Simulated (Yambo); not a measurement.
# MgO (Fm-3m) in Yambo: notebook, part 3 of 3

Yambo 5.3.0.

## Step 6: G0W0 quasiparticle levels, PBE

The input, g0w00.in:

```
gw0
dyson
el_el_corr
rim_cut
HF_and_locXC
ppa
em1d
RandQpts= 1000000
RandGvec= 50 RL
EXXRLvcs= 84 Ry
VXCRLvcs= 84 Ry
Chimod= "HARTREE"
% BndsRnXp
 1 | 158 |
%
NGsBlkXp= 12 Ry
% LongDrXp
 1 | 1 | 1 |
%
PPAPntXp= 27.21138 eV
% GbndRnge
 1 | 158 |
%
GTermKind= "BG"
DysSolver= "n"
ExtendOut
% QPkrange
 1 | 8 | 6 | 12 |
%
```

The input, scf.in:

```
&CONTROL
  calculation = 'scf'
  prefix = 'pwscf'
  outdir = './tmp'
  pseudo_dir = './pseudo'
/
&SYSTEM
  ibrav = 0
  nat = 2
  ntyp = 2
  ecutwfc = 84
  nbnd = 14
  occupations = 'smearing'
  smearing = 'fd'
  degauss = 0.00367493
  force_symmorphic = .true.
/
&ELECTRONS
  conv_thr = 4d-10
  electron_maxstep = 120
  mixing_beta = 0.5
/
ATOMIC_SPECIES
Mg    24.3050 Mg.upf
O     15.9990 O.upf
CELL_PARAMETERS angstrom
   0.0000000000    2.0970013927    2.0970013927
   2.0970013927    0.0000000000    2.0970013927
   2.0970013927    2.0970013927    0.0000000000
ATOMIC_POSITIONS crystal
Mg     0.0000000000    0.0000000000    0.0000000000
O      0.5000000000    0.5000000000    0.5000000000
K_POINTS automatic
12 12 12 0 0 0
```

The input, nscf.in:

```
&CONTROL
  calculation = 'nscf'
  prefix = 'pwscf'
  outdir = './tmp'
  pseudo_dir = './pseudo'
/
&SYSTEM
  ibrav = 0
  nat = 2
  ntyp = 2
  ecutwfc = 84
  nbnd = 158
  occupations = 'fixed'
  force_symmorphic = .true.
/
&ELECTRONS
  conv_thr = 1d-08
  diago_full_acc = .true.
  diago_thr_init = 1d-06
/
ATOMIC_SPECIES
Mg    24.3050 Mg.upf
O     15.9990 O.upf
CELL_PARAMETERS angstrom
   0.0000000000    2.0970013927    2.0970013927
   2.0970013927    0.0000000000    2.0970013927
   2.0970013927    2.0970013927    0.0000000000
ATOMIC_POSITIONS crystal
Mg     0.0000000000    0.0000000000    0.0000000000
O      0.5000000000    0.5000000000    0.5000000000
K_POINTS automatic
4 4 4 0 0 0
```

Potentials or basis: PseudoDojo 0.4.1 SR PBE standard.

On the command line:

```bash
$ OMP_NUM_THREADS=1 pw.x -in scf.in > scf.out
$ OMP_NUM_THREADS=1 pw.x -in nscf.in > nscf.out
$ cd tmp/pwscf.save; p2y; mv SAVE ../..; cd ../..
$ OMP_NUM_THREADS=1 yambo
$ OMP_NUM_THREADS=1 yambo -F g0w00.in -J g0w00 -C g0w00_out
```

Yambo's report:

```text
[... sections 02.01 to 02.04 as in the set-up run ...]

  [02.05] Energies & Occupations
  ==============================

  [X] === General ===
  [X] Electronic Temperature                        :  0.000000  0.000000 [eV K]
  [X] Bosonic    Temperature                        :  0.000000  0.000000 [eV K]
  [X] Finite Temperature mode                       : no
  [X] El. density                                   :  0.86755E+24 [cm-3]
  [X] Fermi Level                                   :  8.213385 [eV]

  [X] === Gaps and Widths ===
  [X] Conduction Band Min                           :  4.894965 [eV]
  [X] Valence Band Max                              :  0.000000 [eV]
  [X] Filled Bands                                  :   8
  [X] Empty Bands                                   :    9  158
  [X] Direct Gap                                    :  4.894965 [eV]
[... 396 lines left out ...]
   wavefunctions                                    : Perdew, Burke & Ernzerhof(X)+Perdew, Burke & Ernzerhof(C)
   QP tot states                                    :   56
   GW solver                                        : Newton
   GW approximation                                 : PPA
   PPA imaginary Energy                             :  27.21138 ev
   RIM G`s                                          :   51
   RIM random pts                                   :  1000000
   dS/dw steps                                      :  2
   dS/dw step                                       :  0.100000 ev
   X G`s                                            :  113 used
   X G`s                                            :  113 disk
   X bands                                          :    1  158
   X poles                                          :  100.0000 o/o
   X e/h E range                                    : -1.000000 -1.000000 ev
   X Hxc Kernel                                     : HARTREE
   X BZ energy Double Grid                          : no
   X Optical Averaged directions                    : none
   Sc/G bands                                       :    1  158
   Sc/G damping                                     :  0.100000 ev
   Sc bands terminator                              : yes
   Sc terminator kind                               : BG
   Sc Terminator pole                               :  40.81708
   Sx RL components                                 :  1687

   QP @ state[ 1 ] K range                          :   1   8
   QP @ state[ 1 ] b range                          :   6  12
   GF energies kind                                 : Perdew, Burke & Ernzerhof(X)+Perdew, Burke & Ernzerhof(C)
   GF WF`s kind                                     : Perdew, Burke & Ernzerhof(X)+Perdew, Burke & Ernzerhof(C)
   Xs energies kind                                 : Perdew, Burke & Ernzerhof(X)+Perdew, Burke & Ernzerhof(C)
   Xs WF`s kind                                     : Perdew, Burke & Ernzerhof(X)+Perdew, Burke & Ernzerhof(C)
```

It took 4.9 min on 1 thread of Intel Xeon 6975P-C (Granite Rapids), shared host; peak memory 0.36 GiB.

What came out:

| Quantity | Value |
| --- | --- |
| Band gap on the k mesh, mean-field level | 4.89 eV, direct |
| Quasiparticle gap | 7.34 eV |
| Least direct quasiparticle gap | 7.34 eV |
| Quasiparticle gap at Γ | 7.34 eV |
| Band gap of the same states before the correction | 4.89 eV |

Quasiparticle terms (eV):
```tsv
k point	band	Kohn-Sham level	Vxc	Σx	Σc	Z	result
(0.000, 0.000, 0.000)	6	0.00	-20.13	-25.59	3.64	0.80	-1.46
(0.000, 0.000, 0.000)	7	0.00	-20.13	-25.59	3.65	0.80	-1.45
(0.000, 0.000, 0.000)	8	0.00	-20.13	-25.59	3.66	0.80	-1.44
(0.000, 0.000, 0.000)	9	4.89	-13.68	-8.87	-3.63	0.85	5.90
(0.000, 0.000, 0.000)	10	16.04	-9.65	-3.74	-4.65	0.86	17.11
(0.000, 0.000, 0.000)	11	16.04	-9.65	-3.74	-4.66	0.86	17.11
(0.000, 0.000, 0.000)	12	16.04	-9.65	-3.74	-4.65	0.86	17.12
(0.000, 0.000, 0.250)	6	-2.66	-17.20	-23.13	3.66	0.80	-4.48
(0.000, 0.000, 0.250)	7	-0.34	-19.71	-25.28	3.70	0.80	-1.85
(0.000, 0.000, 0.250)	8	-0.34	-19.71	-25.28	3.69	0.80	-1.85
(0.000, 0.000, 0.250)	9	7.24	-14.37	-9.12	-3.79	0.85	8.47
(0.000, 0.000, 0.250)	10	12.72	-11.89	-5.75	-4.57	0.87	14.09
(0.000, 0.000, 0.250)	11	16.87	-10.72	-4.41	-4.78	0.86	18.18
(0.000, 0.000, 0.250)	12	16.87	-10.72	-4.41	-4.78	0.86	18.19
(0.000, 0.000, -0.500)	6	-4.64	-15.55	-22.12	3.96	0.77	-6.65
(0.000, 0.000, -0.500)	7	-0.65	-19.35	-25.06	3.74	0.80	-2.23
(0.000, 0.000, -0.500)	8	-0.65	-19.35	-25.06	3.75	0.80	-2.22
(0.000, 0.000, -0.500)	9	8.02	-11.65	-6.31	-4.02	0.86	9.15
(0.000, 0.000, -0.500)	10	12.76	-16.78	-9.61	-4.84	0.80	14.61
(0.000, 0.000, -0.500)	11	16.49	-11.59	-5.09	-4.73	0.81	17.92
```

Caveat: the k mesh is coarse (spacing up to 0.65 Å⁻¹), so the values aren't converged; this version prints the column dSc/dw multiplied by 27.2; the terminator is approximate in this version, by hundredths of an eV.

## Step 7: Comparison with measurements

Step 2. Measured gap of MgO: 7.83 eV (quoted in “Electronic structure of alkaline earth and post-transition metal oxides”, 2009, arxiv:0908.1581). This calculation gives 14.98 eV (+7.15 eV). So large a miss can be the level of theory's own, or it may mean another phase, state or a wrong row. The value is that of Hartree-Fock on PBE, without temperature or zero-point motion. The cell is a database's relaxed one, not the measured one, which moves gaps too.

Step 3. Against the measured gap of MgO, 7.83 eV (quoted in “Electronic structure of alkaline earth and post-transition metal oxides”, 2009, arxiv:0908.1581), the calculated 7.26 eV is off by -0.57 eV. The value is that of G0W0 on PBE, without temperature or zero-point motion. The cell is a database's relaxed one, not the measured one, which moves gaps too.
